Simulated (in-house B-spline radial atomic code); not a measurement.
**Er⁶⁵⁺: isotopes**

What do the measured radii and masses of the isotopes do to the energy of Er⁶⁵⁺?

The numbers are computed with in-house B-spline radial atomic code version 1 (Dirac-Hartree-Fock, average of configuration, Fermi nucleus, basis-set limit), except any that are marked as measured or tabulated.

**1. Starting point**

| Property | Result |
| --- | --- |
| element | erbium (Z = 68) |
| charge | +65 |
| electrons | 3 |
| configuration | 1s2 2s1 |
| Hamiltonian | Dirac-Coulomb |
| nucleus | Fermi, rms radius 5.055 fm |

The run's settings:

```ini
Z = 68
electrons = 3.0
configuration = 1s2 2s1
hamiltonian = dirac
method = hf
spin_polarised = False
nucleus = fermi
rms_radius = 5.0548
mass_number = 150
atomic_mass = 149.937915524
speed_of_light = 137.035999084
```

This reference run was done before. Its total energy is -5501.259265 hartree (electron-nucleus part -11925.2806, recoil term 0.02012753), and its levels are (the highest eight at most):

```tsv
orbital	occupation	energy (eV)	<r> (bohr)
1s1/2	2	-65654.8	0.02026
2s1/2	1	-16301.0	0.08159
```

**2. Mass number 164**

The run's settings:

```ini
Z = 68
electrons = 3.0
configuration = 1s2 2s1
hamiltonian = dirac
method = hf
spin_polarised = False
nucleus = fermi
rms_radius = 5.2389
mass_number = 164
atomic_mass = 163.929207739
speed_of_light = 137.035999084
```

**3. Mass number 166**

The run's settings:

```ini
Z = 68
electrons = 3.0
configuration = 1s2 2s1
hamiltonian = dirac
method = hf
spin_polarised = False
nucleus = fermi
rms_radius = 5.2516
mass_number = 166
atomic_mass = 165.930301067
speed_of_light = 137.035999084
```

**4. Mass number 167**

The run's settings:

```ini
Z = 68
electrons = 3.0
configuration = 1s2 2s1
hamiltonian = dirac
method = hf
spin_polarised = False
nucleus = fermi
rms_radius = 5.256
mass_number = 167
atomic_mass = 166.932056192
speed_of_light = 137.035999084
```

**5. Mass number 168**

The run's settings:

```ini
Z = 68
electrons = 3.0
configuration = 1s2 2s1
hamiltonian = dirac
method = hf
spin_polarised = False
nucleus = fermi
rms_radius = 5.2644
mass_number = 168
atomic_mass = 167.932378282
speed_of_light = 137.035999084
```

**6. Mass number 170**

The run's settings:

```ini
Z = 68
electrons = 3.0
configuration = 1s2 2s1
hamiltonian = dirac
method = hf
spin_polarised = False
nucleus = fermi
rms_radius = 5.2789
mass_number = 170
atomic_mass = 169.935471933
speed_of_light = 137.035999084
```

By how much, and in which direction, does each change move the total energy and the levels?

As calculated:

All values are changes from the reference run; energy changes under 1e-04 eV count as noise.

| change | rms radius (fm) | δ<r²> (fm²) | Δ total energy (eV) | Δ recoil term, not in the total or the levels (eV) | Δ 1s1/2 level (eV) | Δ 2s1/2 level (eV) |
| --- | --- | --- | --- | --- | --- | --- |
| mass number 164 | 5.2389 | +1.895 | +1.991 | -0.04675 | +0.9112 | +0.1375 |
| mass number 166 | 5.2516 | +2.028 | +2.13 | -0.05279 | +0.9749 | +0.1471 |
| mass number 167 | 5.2560 | +2.075 | +2.178 | -0.05576 | +0.997 | +0.1504 |
| mass number 168 | 5.2644 | +2.163 | +2.271 | -0.05869 | +1.039 | +0.1568 |
| mass number 170 | 5.2789 | +2.316 | +2.43 | -0.06446 | +1.112 | +0.1678 |

**Reading.** The total energy moves by 1049 meV for each fm² of δ<r²> (from mass number 170): a larger nucleus binds the s electrons less. For that pair the recoil (mass) term changes by 0.064 eV against 2.4 eV from size, so size rules the shift. The recoil term is approximate.
